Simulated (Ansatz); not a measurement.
# CHF3O3S (triflic acid) at HF/3-21G

Aim: the energy change on altering one bond length of CHF3O3S (triflic acid) at HF/3-21G, from 2 runs. 

The calculation is run with Ansatz 0.2.0.

115 further runs of the same task are left out: 1 that didn't finish, 114 set aside as unsound or not needed.

### 1 The molecule

CHF3O3S has 9 atoms, charge 0, and is taken as a singlet. As SMILES, `O=S(=O)(O)C(F)(F)F`. The coordinates come from a PBE0-D4/def2-TZVP relaxation. This is one conformer, not always the lowest.

Bond lengths: O1–S2 1.422 Å, S2–O3 1.414 Å, S2–O4 1.577 Å, S2–C5 1.848 Å, C5–F6 1.327 Å, C5–F7 1.320 Å, C5–F8 1.319 Å, O4–H9 0.968 Å. Some angles: O1–S2–O3 123.8°, O1–S2–O4 109.3°, O1–S2–C5 106.8°, O3–S2–O4 107.4°, O3–S2–C5 107.2°, O4–S2–C5 99.5°, S2–C5–F6 109.4°, S2–C5–F7 108.8°, S2–C5–F8 110.4°, F6–C5–F7 109.4°.

### 2 A single-point energy at HF/3-21G

The input, run.yaml:

```yaml
crystal:
  periodic: [false, false, false]
  atoms:
    - symbol: O
      position_ang: [1.462890, -0.581870, 0.985740]
    - symbol: S
      position_ang: [0.298500, -0.778940, 0.194370]
    - symbol: O
      position_ang: [0.144480, -1.837650, -0.729970]
    - symbol: O
      position_ang: [-0.972740, -0.777950, 1.128120]
    - symbol: C
      position_ang: [0.003130, 0.796730, -0.725230]
    - symbol: F
      position_ang: [-0.076560, 1.801740, 0.138180]
    - symbol: F
      position_ang: [1.014380, 1.004120, -1.547510]
    - symbol: F
      position_ang: [-1.120920, 0.723830, -1.412290]
    - symbol: H
      position_ang: [-0.753170, -0.350000, 1.968590]
basis:
  gaussian: {orbitals: 3-21G.json}
total_charge: 0
hamiltonian: {xc: hf}
accuracy: high
output: {orbitals: {seedname: orbitals}}
```

The basis set 3-21G is read from a file made from the Basis Set Exchange's data (not shown).

Launch:

```sh
ansatz run run.yaml --threads 1 --pin off --max-ram 3480MiB --events-out events.jsonl --progress --plain --runs-dir runs
```

Standard output:

```text
Warning: RAYON_NUM_THREADS=1 ignored (pool sized by the plan → 1); use --threads N
Functional definition: HF
  name "HF"
  exchange = exact_x
  correlation = 0
1767 factors; integrals over basis functions are off by at most 6.1e-9 eV
mean field evaluation 1: about -25936.2471 eV, gradient 6.8e1 eV
mean field evaluation 2: about -25936.9322 eV, gradient 6.9e1 eV
mean field evaluation 4: about -25946.7998 eV, gradient 4.2e0 eV
mean field evaluation 8: about -25946.9039 eV, gradient 7.6e-1 eV
mean field evaluation 16: about -25946.9056 eV, gradient 2.2e-8 eV
mean field -25946.90564942 eV, -953.5311951720 hartree, gradient 5.7e-8 eV, S^2 0.000000; 0 other end points of the search recorded, 0 dependent functions left out
reference -25946.90564942 eV, -953.5311951720 hartree; 37, 37 occupied and 41, 41 virtual orbitals, 1767 factors
Total energy: -25946.90564942 eV, -953.5311951720 hartree
```

Run time: 2.6 s. Hardware: 1 thread of Intel Xeon Platinum 8259CL at 2.50GHz (Skylake/Cascade Lake), shared host; peak memory 0.25 GiB.

### 3 The distorted shape, same level

The input, run.yaml:

```yaml
crystal:
  periodic: [false, false, false]
  atoms:
    - symbol: O
      position_ang: [1.551503, -1.054580, 1.261625]
    - symbol: S
      position_ang: [0.387113, -1.251650, 0.470255]
    - symbol: O
      position_ang: [0.233093, -2.310360, -0.454085]
    - symbol: O
      position_ang: [-0.884127, -1.250660, 1.404005]
    - symbol: C
      position_ang: [0.003130, 0.796730, -0.725230]
    - symbol: F
      position_ang: [-0.076560, 1.801740, 0.138180]
    - symbol: F
      position_ang: [1.014380, 1.004120, -1.547510]
    - symbol: F
      position_ang: [-1.120920, 0.723830, -1.412290]
    - symbol: H
      position_ang: [-0.664557, -0.822710, 2.244475]
basis:
  gaussian: {orbitals: 3-21G.json}
hamiltonian: {xc: hf}
accuracy: high
output: {orbitals: {seedname: orbitals}}
```

The basis set 3-21G is read from a file made from the Basis Set Exchange's data (not shown).

Launch:

```sh
ansatz run run.yaml --threads 1 --pin off --max-ram 3480MiB --events-out events.jsonl --progress --plain --runs-dir runs
```

Standard output:

```text
Warning: RAYON_NUM_THREADS=1 ignored (pool sized by the plan → 1); use --threads N
[... 4 set-up lines as earlier in the session ...]
1717 factors; integrals over basis functions are off by at most 9.4e-9 eV
mean field evaluation 1: about -25935.5458 eV, gradient 6.5e1 eV
mean field evaluation 2: about -25936.2074 eV, gradient 6.6e1 eV
mean field evaluation 4: about -25945.5372 eV, gradient 5.0e0 eV
mean field evaluation 8: about -25945.6547 eV, gradient 7.8e-1 eV
mean field evaluation 16: about -25945.6569 eV, gradient 2.1e-6 eV
mean field -25945.65685358 eV, -953.4853027710 hartree, gradient 5.0e-8 eV, S^2 0.000000; 0 other end points of the search recorded, 0 dependent functions left out
reference -25945.65685358 eV, -953.4853027710 hartree; 37, 37 occupied and 41, 41 virtual orbitals, 1717 factors
Total energy: -25945.65685358 eV, -953.4853027710 hartree
```

Wall time 3.6 s (1 thread of Intel Xeon Platinum 8259CL at 2.50GHz (Skylake/Cascade Lake), shared host); peak memory 0.24 GiB.

### 4 Summary of results

Level: HF/3-21G.

| quantity | value |
| --- | --- |
| first shape: total energy | -953.53120 Eh |
| first shape: HOMO energy | -13.56 eV |
| first shape: LUMO energy | 4.52 eV |
| first shape: HOMO–LUMO gap | 18.07 eV |
| distorted shape: total energy | -953.48530 Eh |
| distorted shape: HOMO energy | -11.58 eV |
| distorted shape: LUMO energy | 0.04 eV |
| distorted shape: HOMO–LUMO gap | 11.62 eV |
| energy change with the S2–C5 bond stretched from 1.848 to 2.403 Å | 1.249 eV |

With the S2–C5 bond stretched from 1.848 to 2.403 Å the energy rises by 1.25 eV (29 kcal/mol). The first shape isn't relaxed at this level, so the change isn't measured from a minimum.
